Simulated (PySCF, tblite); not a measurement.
# C4H12BClSi2: geometry, infrared bands and NMR shifts

Wanted: the infrared bands and NMR shifts of C4H12BClSi2 (`C[C@@H]1B[Si@H](CCl)C[SiH2]1`), by calculation.

The runs use tblite 0.8.0 and PySCF 2.14.0, with density-fitted response routines of our own; the level of theory stands in each step. All values are computed, except where a source is named. Atoms are numbered from 0 throughout.

## (1) Starting geometry

20 atoms, charge 0, multiplicity 1; geometry from: force field or distance geometry start.

Bonds of the start (Å): C0–C1 1.51, C1–B2 1.61, B2–Si3 1.92, Si3–C4 1.86, C4–Cl5 1.79, Si3–C6 1.86, C6–Si7 1.86, Si7–C1 1.88, C0–H8 1.11, C0–H9 1.11, C0–H10 1.12, C1–H11 1.12, B2–H12 1.19, Si3–H13 1.48, C4–H14 1.10, C4–H15 1.11, C6–H16 1.11, C6–H17 1.12, Si7–H18 1.47, Si7–H19 1.47.

## (2) Geometry optimisation with GFN2-xTB

Job settings and geometry (Å):

```
{"job": {"kind": "relax", "xc": "GFN2-xTB", "basis": "xTB"}, "charge": 0, "multiplicity": 1}
C     -2.234400     1.054300    -0.675700
C     -1.584400    -0.091800     0.065600
B     -0.553100     0.437300     1.179300
Si     1.216900    -0.297100     1.084200
C      2.463800     0.995100     0.601200
Cl     1.995300     1.735900    -0.959600
C      1.012900    -1.593100    -0.235400
Si    -0.580900    -1.173400    -1.098200
H     -1.478800     1.694200    -1.174200
H     -2.942300     0.657100    -1.439600
H     -2.835200     1.681300     0.027700
H     -2.359000    -0.716500     0.577100
H     -0.887800     1.220700     2.014400
H      1.601000    -0.931500     2.364700
H      3.460300     0.533900     0.492700
H      2.505900     1.782600     1.388900
H      1.866100    -1.577600    -0.937500
H      0.921400    -2.601000     0.241300
H     -1.331900    -2.392000    -1.450800
H     -0.260800    -0.407600    -2.308100
```

The run is started by

```sh
$ OMP_NUM_THREADS=1 python probes_run.py task.json out
```

This one command runs all jobs of the session in turn.

**Question.** This job is followed by: GFN2-xTB harmonic vibrations, gas phase; GIAO PBE0/pcSseg-1 NMR shielding, non-relativistic, gas phase. Predict these results of the whole session: strongest single infrared mode (GFN2-xTB); zero-point energy (GFN2-xTB); 13C shifts against TMS (PBE0/pcSseg-1); 1H shifts against TMS (PBE0/pcSseg-1, means over atoms taken as alike); 11B shifts against BF3·OEt2 (PBE0/pcSseg-1); 29Si shifts against TMS (PBE0/pcSseg-1); 35Cl shifts against HCl (PBE0/pcSseg-1).

The runs gave:

```
                                                              quantity                                                            value
                             strongest single infrared mode (GFN2-xTB)                                            2118 cm⁻¹, 459 km/mol
                                          zero-point energy (GFN2-xTB)                                                    91.8 kcal/mol
                                13C shifts against TMS (PBE0/pcSseg-1)                                       53.3, 35.5, 17.4, -8.0 ppm
1H shifts against TMS (PBE0/pcSseg-1, means over atoms taken as alike)  10.22, 4.91, 4.79, 4.24, 3.27, 3.01, 2.78, 1.58, 0.51, 0.04 ppm
                           11B shifts against BF3·OEt2 (PBE0/pcSseg-1)                                                        109.9 ppm
                               29Si shifts against TMS (PBE0/pcSseg-1)                                                 -31.8, -45.8 ppm
                               35Cl shifts against HCl (PBE0/pcSseg-1)                                                           24 ppm
```

What this shows: Relaxing lowered the energy by 0.555 eV in 133 steps; the close pair that moved most is Si3–C4, from 1.860 to 1.929 Å. All 54 modes are real, so the xTB geometry is a minimum. The strongest single mode, at 2118 cm⁻¹, moves mainly H13. Unscaled tight-binding wavenumbers are off by several per cent, some by more. Its intensities can rank the bands wrongly. At PBE0/pcSseg-1: Shielding is most anisotropic at Cl5 (span 264 ppm, paramagnetic term -222 ppm).
